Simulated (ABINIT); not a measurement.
# SrTiO3 (Pm-3m) in ABINIT: a series of runs

The runs below take SrTiO3 through relaxation of cell and atoms, single point, with LDA, PBE.

Everything below comes from runs of ABINIT 10.8.3 (patched build). Logs are shortened: lines on timing, memory, paths and dates and some standing lists are left out, and cuts for length are marked. The log counts tension as positive stress, the text compression.

### 1 Starting point

It takes space group Pm-3m (No. 221, cubic). Conventional cell: a = 3.900 Å, b = 3.900 Å, c = 3.900 Å, α = 90.00°, β = 90.00°, γ = 90.00°. Around O (site symmetry 4/mmm) lie 2 Ti at 1.95 Å. Sr (site symmetry m-3m) is surrounded by 12 O at 2.76 Å. Around Ti (site symmetry m-3m) lie 6 O at 1.95 Å.

The cell was built by a generator and needn't be a form met in nature.

### 2 Relaxation of cell and atoms, LDA

File run.abi:

```
# Pseudopotentials
pp_dirpath "./"
pseudos "O.upf, Sr.upf, Ti.upf"

# Structure
acell 3*1.0 Angstrom
rprim
     3.9000000000     0.0000000000     0.0000000000
     0.0000000000     3.9000000000     0.0000000000
     0.0000000000     0.0000000000     3.9000000000
ntypat 3
znucl 8 38 22
natom 5
typat 1 1 1 2 3
xred
     0.5000000000     0.5000000000     0.0000000000
     0.5000000000     0.0000000000     0.5000000000
     0.0000000000     0.5000000000     0.5000000000
     0.0000000000     0.0000000000     0.0000000000
     0.5000000000     0.5000000000     0.5000000000
chkprim 0
chksymtnons 0
tolsym 1.0e-6

# Plane-wave basis
ecut 42.0

# k points
kptopt 1
ngkpt 7 7 7
nshiftk 1
shiftk 0.0 0.0 0.0

# Exchange and correlation
ixc 7

# Bands and occupations
nband 24
occopt 3
tsmear 0.00183747

# SCF cycle
nstep 100
tolvrs 1.0e-10

# Output
iomode 3
prtwf 0
prtden 0
prteig 0
prtebands 0

# Relaxation
ionmov 2
ntime 60
tolmxf 5.0e-5
optcell 2
dilatmx 1.08
ecutsm 0.5
```

Potentials or basis: PseudoDojo NC SR LDA v0.4.1 standard.

On the command line:

```bash
> abinit run.abi > log 2>&1
```

run.abo:

```text
.Version 10.8.3 of ABINIT
 Symmetries : space group Pm -3 m (#221); Bravais cP (primitive cubic)
================================================================================
 Values of the parameters that define the memory need of the present run
     intxc =       0    ionmov =       2      iscf =       7    lmnmax =       6
     lnmax =       6     mgfft =      48  mpssoang =       3    mqgrid =    3001
     natom =       5  nloc_mem =       1    nspden =       1   nspinor =       1
    nsppol =       1      nsym =      48    n1xccc =    2501    ntypat =       3
    occopt =       3   xclevel =       1
       mpw =        6583          nfft =      110592          nkpt =          20
================================================================================
================================================================================

--------------------------------------------------------------------------------
------------- Echo of variables that govern the present computation ------------
--------------------------------------------------------------------------------
 -outvars: echo values of preprocessed input variables --------
            acell      1.8897261259E+00  1.8897261259E+00  1.8897261259E+00 Bohr
              amu      1.59994000E+01  8.76200000E+01  4.78800000E+01
          chkprim           0
      chksymtnons           0
          dilatmx      1.08000000E+00
             ecut      4.20000000E+01 Hartree
           ecutsm      5.00000000E-01 Hartree
           ionmov           2
              ixc           7
         kptrlatt        7    0    0      0    7    0      0    0    7
          kptrlen      5.15895232E+01
            natom           5
            nband          24
            ngfft          48      48      48
             nkpt          20
            nstep         100
             nsym          48
            ntime          60
           ntypat           3
           occopt           3
          optcell           2
           prtden           0
        prtebands           0
           prteig           0
            prtwf           0
            rprim      3.9000000000E+00  0.0000000000E+00  0.0000000000E+00
                       0.0000000000E+00  3.9000000000E+00  0.0000000000E+00
                       0.0000000000E+00  0.0000000000E+00  3.9000000000E+00
          spgroup         221
           tolsym      1.00000000E-06
           tolvrs      1.00000000E-10
           tsmear      1.83747000E-03 Hartree
            typat      1  1  1  2  3
           xangst      1.9500000000E+00  1.9500000000E+00  0.0000000000E+00
                       1.9500000000E+00  0.0000000000E+00  1.9500000000E+00
                       0.0000000000E+00  1.9500000000E+00  1.9500000000E+00
                       0.0000000000E+00  0.0000000000E+00  0.0000000000E+00
                       1.9500000000E+00  1.9500000000E+00  1.9500000000E+00
            xcart      3.6849659455E+00  3.6849659455E+00  0.0000000000E+00
                       3.6849659455E+00  0.0000000000E+00  3.6849659455E+00
                       0.0000000000E+00  3.6849659455E+00  3.6849659455E+00
                       0.0000000000E+00  0.0000000000E+00  0.0000000000E+00
                       3.6849659455E+00  3.6849659455E+00  3.6849659455E+00
             xred      5.0000000000E-01  5.0000000000E-01  0.0000000000E+00
                       5.0000000000E-01  0.0000000000E+00  5.0000000000E-01
                       0.0000000000E+00  5.0000000000E-01  5.0000000000E-01
                       0.0000000000E+00  0.0000000000E+00  0.0000000000E+00
                       5.0000000000E-01  5.0000000000E-01  5.0000000000E-01
            znucl        8.00000   38.00000   22.00000

================================================================================

 chkinp: Checking input parameters for consistency.

================================================================================
== DATASET  1 ==================================================================

--- !DatasetInfo
iteration_state: {dtset: 1, }
dimensions: {natom: 5, nkpt: 20, mband: 24, nsppol: 1, nspinor: 1, nspden: 1, mpw: 6583, }
cutoff_energies: {ecut:  42.0, pawecutdg:  -1.0, }
electrons: {nelect:   4.00000000E+01, charge:   0.00000000E+00, occopt:   3.00000000E+00, tsmear:   1.83747000E-03, }
meta: {optdriver: 0, ionmov: 2, optcell: 2, iscf: 7, paral_kgb: 0, }
...

 Exchange-correlation functional for the present dataset will be:
  LDA: Perdew-Wang 92 LSD fit to Ceperley-Alder data - ixc=7
  J.P.Perdew and Y.Wang, PRB 45, 13244 (1992)

[... 21 lines left out ...]
     nproj     2     2     2

   1.83564269E+03                                ecore*ucvol(ha*bohr**3)
--------------------------------------------------------------------------------

================================================================================

=== [ionmov= 2] Broyden-Fletcher-Goldfarb-Shanno method (forces)
================================================================================

--- Iteration: ( 1/60) Internal Cycle: (1/1)
--------------------------------------------------------------------------------

---SELF-CONSISTENT-FIELD CONVERGENCE--------------------------------------------
[... 476 lines left out ...]
 Difference of energy with previous step (new-old):
           Absolute (Ha)=-8.87142E-07
           Relative     =-6.18169E-09

 At Broyd/MD step   4, gradients are converged :
  max grad (force/stress) = 1.3411E-05 < tolmxf= 5.0000E-05 ha/bohr (free atoms)

================================================================================

 ----iterations are completed or convergence reached----

 Mean square residual over all n,k,spin=   75.778E-12; max=  93.736E-10
 reduced coordinates (array xred) for    5 atoms
       0.500000000000      0.500000000000      0.000000000000
       0.500000000000      0.000000000000      0.500000000000
       0.000000000000      0.500000000000      0.500000000000
       0.000000000000      0.000000000000      0.000000000000
       0.500000000000      0.500000000000      0.500000000000
 rms dE/dt=  0.0000E+00; max dE/dt=  0.0000E+00; dE/dt below (all hartree)
    1       0.000000000000      0.000000000000      0.000000000000
    2       0.000000000000      0.000000000000      0.000000000000
    3       0.000000000000      0.000000000000      0.000000000000
    4       0.000000000000      0.000000000000      0.000000000000
    5       0.000000000000      0.000000000000      0.000000000000

 cartesian coordinates (angstrom) at end:
    1      1.92613646820368     1.92613646820368     0.00000000000000
    2      1.92613646820368     0.00000000000000     1.92613646820368
    3      0.00000000000000     1.92613646820368     1.92613646820368
    4      0.00000000000000     0.00000000000000     0.00000000000000
    5      1.92613646820368     1.92613646820368     1.92613646820368

 cartesian forces (hartree/bohr) at end:
    1     -0.00000000000000    -0.00000000000000    -0.00000000000000
    2     -0.00000000000000    -0.00000000000000    -0.00000000000000
    3     -0.00000000000000    -0.00000000000000    -0.00000000000000
    4     -0.00000000000000    -0.00000000000000    -0.00000000000000
    5     -0.00000000000000    -0.00000000000000    -0.00000000000000
 frms,max,avg= 0.0000000E+00 0.0000000E+00   0.000E+00  0.000E+00  0.000E+00 h/b

 cartesian forces (eV/Angstrom) at end:
    1     -0.00000000000000    -0.00000000000000    -0.00000000000000
    2     -0.00000000000000    -0.00000000000000    -0.00000000000000
    3     -0.00000000000000    -0.00000000000000    -0.00000000000000
    4     -0.00000000000000    -0.00000000000000    -0.00000000000000
    5     -0.00000000000000    -0.00000000000000    -0.00000000000000
 frms,max,avg= 0.0000000E+00 0.0000000E+00   0.000E+00  0.000E+00  0.000E+00 e/A
 length scales=  7.279740812056  7.279740812056  7.279740812056 bohr
              =  3.852272936407  3.852272936407  3.852272936407 angstroms
 Fermi (or HOMO) energy (hartree) =   0.29224   Average Vxc (hartree)=  -0.44895
 Eigenvalues (hartree) for nkpt=  20  k points:
 kpt#   1, nband= 24, wtk=  0.00292, kpt=  0.0000  0.0000  0.0000 (reduced coord)
  -1.78574   -0.93251   -0.92694   -0.92694   -0.92694   -0.37512   -0.33629   -0.33629
  -0.27263   -0.27263   -0.27263    0.15283    0.15283    0.15283    0.21170    0.21170
   0.21170    0.24572    0.24572    0.24572    0.32693    0.32693    0.32693    0.43069
      occupation numbers for kpt#   1
   2.00000    2.00000    2.00000    2.00000    2.00000    2.00000    2.00000    2.00000
   2.00000    2.00000    2.00000    2.00000    2.00000    2.00000    2.00000    2.00000
   2.00000    2.00000    2.00000    2.00000    0.00000    0.00000    0.00000    0.00000
 prteigrs : prtvol=0 or 1, do not print more k-points.

--- !EnergyTerms
iteration_state     : {dtset: 1, itime: 4, icycle: 1, }
comment             : Components of total free energy in Hartree
kinetic             :  6.55425320264598E+01
hartree             :  2.94290126093152E+01
xc                  : -2.94950176692651E+01
Ewald energy        : -1.07707715423762E+02
psp_core            :  4.75817487277058E+00
local_psp           : -1.03853985399222E+02
non_local_psp       : -2.18429399912813E+00
internal            : -1.43511292982832E+02
'-kT*entropy'       : -1.93625690646331E-11
total_energy        : -1.43511292982852E+02
total_energy_eV     : -3.90514122401652E+03
band_energy         : -1.16757149246210E+01
...

 Cartesian components of stress tensor (hartree/bohr^3)
  sigma(1 1)=  1.34105717E-07  sigma(3 2)=  0.00000000E+00
  sigma(2 2)=  1.34105717E-07  sigma(3 1)=  0.00000000E+00
  sigma(3 3)=  1.34105717E-07  sigma(2 1)=  0.00000000E+00

-Cartesian components of stress tensor (GPa)         [Pressure= -3.9455E-03 GPa]
- sigma(1 1)=  3.94552643E-03  sigma(3 2)=  0.00000000E+00
- sigma(2 2)=  3.94552643E-03  sigma(3 1)=  0.00000000E+00
- sigma(3 3)=  3.94552643E-03  sigma(2 1)=  0.00000000E+00

== END DATASET(S) ==============================================================
================================================================================

 -outvars: echo values of variables after computation  --------
            acell      7.2797408121E+00  7.2797408121E+00  7.2797408121E+00 Bohr
           etotal     -1.4351129298E+02
            fcart     -0.0000000000E+00 -0.0000000000E+00 -0.0000000000E+00
                      -0.0000000000E+00 -0.0000000000E+00 -0.0000000000E+00
                      -0.0000000000E+00 -0.0000000000E+00 -0.0000000000E+00
                      -0.0000000000E+00 -0.0000000000E+00 -0.0000000000E+00
                      -0.0000000000E+00 -0.0000000000E+00 -0.0000000000E+00
           strten      1.3410571745E-07  1.3410571745E-07  1.3410571744E-07
                       0.0000000000E+00  0.0000000000E+00  0.0000000000E+00
           xangst      1.9261364682E+00  1.9261364682E+00  0.0000000000E+00
                       1.9261364682E+00  0.0000000000E+00  1.9261364682E+00
                       0.0000000000E+00  1.9261364682E+00  1.9261364682E+00
                       0.0000000000E+00  0.0000000000E+00  0.0000000000E+00
                       1.9261364682E+00  1.9261364682E+00  1.9261364682E+00
             xred      5.0000000000E-01  5.0000000000E-01  0.0000000000E+00
                       5.0000000000E-01  0.0000000000E+00  5.0000000000E-01
                       0.0000000000E+00  5.0000000000E-01  5.0000000000E-01
                       0.0000000000E+00  0.0000000000E+00  0.0000000000E+00
                       5.0000000000E-01  5.0000000000E-01  5.0000000000E-01
 Calculation completed.
```

Run time: 12 min. Hardware: 1 thread of Intel Xeon Platinum 8375C at 2.90GHz (Ice Lake), shared host; peak memory 0.13 GiB.

What came out:

- Free energy: -3905.1412 eV
- Relaxed volume: 11.43 Å³/atom
- Relaxed cell: a = 3.852 Å, b = 3.852 Å, c = 3.852 Å, α = 90.00°, β = 90.00°, γ = 90.00°
- Space group after relaxing (to 0.05 Å): Pm-3m (No. 221)
- Energy gained by relaxing: 9.6 meV/atom
- Ionic steps: 4
- Pressure after relaxing: 0.0 GPa
- Band gap on the k mesh: 1.95 eV, indirect (least direct gap 2.21 eV)
- Valence electrons inside the program's atomic spheres: O 6.27; Sr 6.74; Ti 9.51

The path:
| step | energy change (eV) | largest force (eV/Å) | pressure (GPa) | volume (Å³) |
| --- | --- | --- | --- | --- |
| 1 | 0.0000 | 0.0000 | -6.90 | 59.32 |
| 2 | -0.0390 | 0.0000 | -3.09 | 58.08 |
| 3 | -0.0479 | 0.0000 | 0.17 | 57.12 |
| 4 | -0.0479 | 0.0000 | 0.00 | 57.17 |

Final structure:
```
CELL_PARAMETERS angstrom
3.85227 0.00000 0.00000
0.00000 3.85227 0.00000
0.00000 0.00000 3.85227
ATOMIC_POSITIONS crystal
O 0.50000 0.50000 0.00000
O 0.50000 0.00000 0.50000
O 0.00000 0.50000 0.50000
Sr 0.00000 0.00000 0.00000
Ti 0.50000 0.50000 0.50000
```

Caveat: an odd mesh through Γ misses points on the zone boundary, where band edges often lie. As with any semilocal functional, this LDA gap is likely too small.

### 3 Single point, LDA (cell relaxed)

Edit run.abi of step 2 so:

```diff
@@ -7,5 +7,5 @@
 rprim
-     3.9000000000     0.0000000000     0.0000000000
-     0.0000000000     3.9000000000     0.0000000000
-     0.0000000000     0.0000000000     3.9000000000
+     3.8522729400     0.0000000000     0.0000000000
+     0.0000000000     3.8522729400     0.0000000000
+     0.0000000000     0.0000000000     3.8522729400
 ntypat 3
@@ -29,3 +29,3 @@
 kptopt 1
-ngkpt 7 7 7
+ngkpt 6 6 6
 nshiftk 1
@@ -39,3 +39,3 @@
 occopt 3
-tsmear 0.00183747
+tsmear 0.05 eV
 
@@ -48,12 +48,8 @@
 prtwf 0
-prtden 0
 prteig 0
 prtebands 0
-
-# Relaxation
-ionmov 2
-ntime 60
-tolmxf 5.0e-5
-optcell 2
-dilatmx 1.08
-ecutsm 0.5
+prtden 1
+prtvha 1
+prtvclmb 1
+prtpot 1
+prtelf 1
```

Potentials or basis: PseudoDojo NC SR LDA v0.4.1 standard.

On the command line:

```bash
> abinit run.abi > log 2>&1
```

Wall time 2.7 min (1 thread of Intel Xeon Platinum 8375C at 2.90GHz (Ice Lake), shared host); peak memory 0.1 GiB.

The run converged. Its results:

```yaml
Free_energy: -3905.1408 eV
Pressure: 0.0 GPa
Band_gap_on_the_k_mesh: 1.88 eV, indirect (least direct gap 2.21 eV)
Valence_electrons_inside_the_program's_atomic_spheres: O 6.27; Sr 6.73; Ti 9.53
```

Levels at points of the mesh, in eV from the valence-band top:
| k point | band 17 | band 18 | band 19 | band 20 | band 21 | band 22 | band 23 | band 24 |
| --- | --- | --- | --- | --- | --- | --- | --- | --- |
| (0.00, 0.00, 0.00) | -1.26 | -0.33 | -0.33 | -0.33 | 1.88 | 1.88 | 1.88 | 4.70 |
| (0.50, 0.00, 0.00) | -2.49 | -2.15 | -0.73 | -0.73 | 2.07 | 4.01 | 4.01 | 4.75 |
| (0.50, 0.50, 0.00) | -1.70 | -1.61 | -1.61 | -0.10 | 4.02 | 4.02 | 4.49 | 5.78 |
| (0.50, 0.50, 0.50) | -3.87 | 0.00 | 0.00 | 0.00 | 4.76 | 4.76 | 4.76 | 7.08 |

(Part 1 of 2 ends here.)
